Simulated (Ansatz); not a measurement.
Consider a comparison of functionals at one structure of HfRu₃, space group Pm-3m (Ansatz's Python interface).

Script `xc_hfru3.py`:
```python
'''One structure of HfRu3 under several functionals.'''

import warnings

import ansatz as az


def main() -> None:
    warnings.simplefilter('ignore', az.DeckWarning)

    cell = (
        az.Lattice.of((3.95577, 0.0, 0.0), (0.0, 3.95577, 0.0), (0.0, 0.0, 3.95577))
        .atom('Hf', (0.0, 0.0, 0.0))
        .atom('Ru', (0.5, 0.5, 0.0))
        .atom('Ru', (0.5, 0.0, 0.5))
        .atom('Ru', (0.0, 0.5, 0.5))
    )

    calculation = cell.calculation()
    calculation = calculation.mixing('broyden', ndim=12, beta=0.2)
    calculation = calculation.scf(tolerance=1e-06, extra_bands=4)
    calculation = calculation.occupations('Gaussian', width=0.15)
    calculation = calculation.kpoints(6, 6, 6, center='gamma').stress()

    rows = []
    for value in ['pbesol', 'pbe', 'lda', 'revpbe', 'r2scan']:
        report = calculation.functional(value).run(threads=1).report
        rows.append((value, report['free_energy_ev'] / len(report['lattice']['sites']), report['n_iterations'], sum(report['stress_gpa'][i][i] for i in range(3)) / 3, report['n_kpoints']))

    print('  functional   F/atom (eV)    iterations       P (GPa)      k-points')
    for row in rows:
        print(f'{str(row[0]):>12s}  {row[1]:12.5f}  {row[2]:12d}  {row[3]:12.3f}  {row[4]:12d}')


if __name__ == '__main__':
    main()
```

Rank the functionals by the pressure that they give at this structure. What does the order say about their lattices?

From lowest to highest: LDA (-15.0 GPa), PBEsol (-9.6 GPa), r2SCAN (-6.0 GPa), PBE (-1.0 GPa) and revPBE (1.9 GPa). At a fixed cell a lower pressure usually means a smaller equilibrium volume, so LDA prefers the smallest cell and revPBE the largest.

The output:

```console
$ python xc_hfru3.py
  functional   F/atom (eV)    iterations       P (GPa)      k-points
      pbesol   -8262.03286             9        -9.580            20
         pbe   -8339.53763             9        -0.996            20
         lda   -8188.06677             9       -14.961            20
      revpbe   -8345.63870             9         1.879            20
      r2scan   -8351.49123            10        -5.956            20
```

Spin is left out of this run. The mesh is modest for a metal, so energies can be off by several to tens of meV an atom and pressures by half a GPa or more; differences at equal mesh fare better. The free energy holds a sizeable smearing term, which stands for no physical temperature. The program warned that this SCF threshold is loose for forces or stresses. Pressure is positive in compression. Spin-orbit coupling, which matters for elements this heavy, is left out. This cell is a computed structure, which may not be the phase found in nature. Total energies of different functionals can't be compared; pressures, moments and gaps at this one structure can. The script silences the warnings on its input, which a real study should read. Cost: roughly 18 core-seconds.

(Lines on the test bed's own set-up are left out of the output.)
